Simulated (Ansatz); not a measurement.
# Nudged elastic band run: TiSi₁₆

input.yaml

```yaml
crystal:
  lattice:
    - [0.0, 5.43, 5.43]
    - [5.43, 0.0, 5.43]
    - [5.43, 5.43, 0.0]
  atoms:
    - { symbol: Si, position: [0.00347813, 0.00353497, -0.00016513] }
    - { symbol: Si, position: [0.12730955, 0.12790552, 0.12208776] }
    - { symbol: Si, position: [0.00305894, 0.00330602, 0.4925882] }
    - { symbol: Si, position: [0.12446518, 0.1230523, 0.62574517] }
    - { symbol: Si, position: [0.00092164, 0.49831429, -0.00010562] }
    - { symbol: Si, position: [0.11998662, 0.63085251, 0.12229323] }
    - { symbol: Si, position: [-0.01389838, 0.50719351, 0.5025822] }
    - { symbol: Si, position: [0.1203178, 0.63031173, 0.62587401] }
    - { symbol: Si, position: [0.49782961, 0.00078643, 0.00012276] }
    - { symbol: Si, position: [0.63061914, 0.11919088, 0.12296441] }
    - { symbol: Si, position: [0.5077861, -0.01611364, 0.50323346] }
    - { symbol: Si, position: [0.62986456, 0.11971484, 0.62603311] }
    - { symbol: Si, position: [0.50220763, 0.50208039, -0.00962593] }
    - { symbol: Si, position: [0.62716305, 0.62708026, 0.12241576] }
    - { symbol: Si, position: [0.5023572, 0.50250938, 0.50403767] }
    - { symbol: Si, position: [0.62287199, 0.62015729, 0.62828658] }
    - { symbol: Ti, position: [0.37401525, 0.37268723, 0.37609025] }
basis:
  ecutwfc: 420.0
kpoints:
  mp_grid: { grid: [2, 2, 2] }
hamiltonian:
  xc: pbesol
  pseudopotentials: { kind: paw, azcp: { folder: soft_1 } }
scf:
  occupations: { method: gaussian, width: 0.02 }
  lower_state_search: "off"
neb:
  images: 5
  f_tol: 0.05
  initial_path: linear
  max_iterations: 55
  optimiser: fire
  spring: 1.0
  final_atoms:
    - { symbol: Si, position: [-0.00380794, -0.00315261, 0.00224443] }
    - { symbol: Si, position: [0.12024532, 0.12088225, 0.11805602] }
    - { symbol: Si, position: [-0.0024032, -0.00069301, 0.50125981] }
    - { symbol: Si, position: [0.12173227, 0.12183251, 0.63925313] }
    - { symbol: Si, position: [-0.00280541, 0.50147477, -0.0042247] }
    - { symbol: Si, position: [0.11890436, 0.6344378, 0.12394472] }
    - { symbol: Si, position: [-0.0027162, 0.50246535, 0.50563972] }
    - { symbol: Si, position: [0.13062925, 0.62493927, 0.62272703] }
    - { symbol: Si, position: [0.50064942, -0.00070536, -0.00536736] }
    - { symbol: Si, position: [0.63393153, 0.11975385, 0.1239704] }
    - { symbol: Si, position: [0.50205788, -0.00085931, 0.50583021] }
    - { symbol: Si, position: [0.62376681, 0.13363943, 0.62196425] }
    - { symbol: Si, position: [0.50098633, 0.50178294, -0.00144412] }
    - { symbol: Si, position: [0.62308825, 0.6248226, 0.12744059] }
    - { symbol: Si, position: [0.50102136, 0.50386392, 0.49790584] }
    - { symbol: Si, position: [0.62338659, 0.62503538, 0.62472138] }
    - { symbol: Ti, position: [0.24788053, 0.24843447, 0.25167745] }
  order_check: true
```

Command:

```bash
$ ansatz run input.yaml --threads 1 --pin off --max-ram 3072MiB --backend cpu --events-out ev --progress --plain --runs-dir out
```

Output, in part (warnings, iteration lines):

```
NEB end point (image 0): max|allowed force component| = 1.933e-2 eV/Å (the criterion of neb.relax_end_points is 1.000e-2)
NEB end point (image 6): max|allowed force component| = 1.738e-2 eV/Å (the criterion of neb.relax_end_points is 1.000e-2)
NEB iter   1: max|band force component| = 2.236e0 eV/Å  barrier→ = 2.5398 eV  barrier← = 2.5396 eV  Δτ_max = 0.0350 Å  (70 SCF iters)
NEB iter   2: max|band force component| = 1.464e0 eV/Å  barrier→ = 2.2286 eV  barrier← = 2.2284 eV  Δτ_max = 0.0563 Å  (34 SCF iters)
NEB iter   3: max|band force component| = 5.027e-1 eV/Å  barrier→ = 1.9792 eV  barrier← = 1.9790 eV  Δτ_max = 0.0547 Å  (36 SCF iters)
NEB iter   4: max|band force component| = 7.875e-1 eV/Å  barrier→ = 1.9999 eV  barrier← = 1.9997 eV  Δτ_max = 0.0047 Å  (34 SCF iters)
NEB iter   5: max|band force component| = 7.136e-1 eV/Å  barrier→ = 1.9823 eV  barrier← = 1.9822 eV  Δτ_max = 0.0089 Å  (30 SCF iters)
NEB iter   6: max|band force component| = 5.757e-1 eV/Å  barrier→ = 1.9535 eV  barrier← = 1.9533 eV  Δτ_max = 0.0124 Å  (31 SCF iters)
NEB iter   7: max|band force component| = 4.239e-1 eV/Å  barrier→ = 1.9234 eV  barrier← = 1.9232 eV  CI = image 3  Δτ_max = 0.0147 Å  (31 SCF iters)
NEB iter   8: max|band force component| = 3.366e-1 eV/Å  barrier→ = 1.9018 eV  barrier← = 1.9016 eV  CI = image 3  Δτ_max = 0.0155 Å  (31 SCF iters)
[... lines left out ...]
```

It converged. By the program's own check the climbing image is of a kind that is not told: the force calls were inconclusive, a negative curvature could not be distinguished from the path's own, the only one lies far off the path, or fixed occupations may fill a level only in part (lowest curvatures found: -4.30 and -0.04 eV/Å²). Limits of this set-up: coarse k mesh, PAW files made for another functional.

Final band (atoms are numbered from 1 in the order of the input):

```
image  path coordinate (Å)  energy (eV)  Si8–Ti17 (Å)  Si12–Ti17 (Å)  Si14–Ti17 (Å)
    0                 0.00         0.00          2.76           2.75           2.76
    1                 0.57         0.23          2.88           2.88           2.89
    2                 1.08         1.24          3.19           3.19           3.20
    3                 1.52         1.75          3.52           3.51           3.52
    4                 1.99         1.17          3.88           3.88           3.89
    5                 2.54         0.14          4.31           4.31           4.31
    6                 3.13         0.00          4.47           4.46           4.49
```

Run time: 18 min on 1 thread of Arm Neoverse V2, on a shared host, peak memory 0.91 GiB.
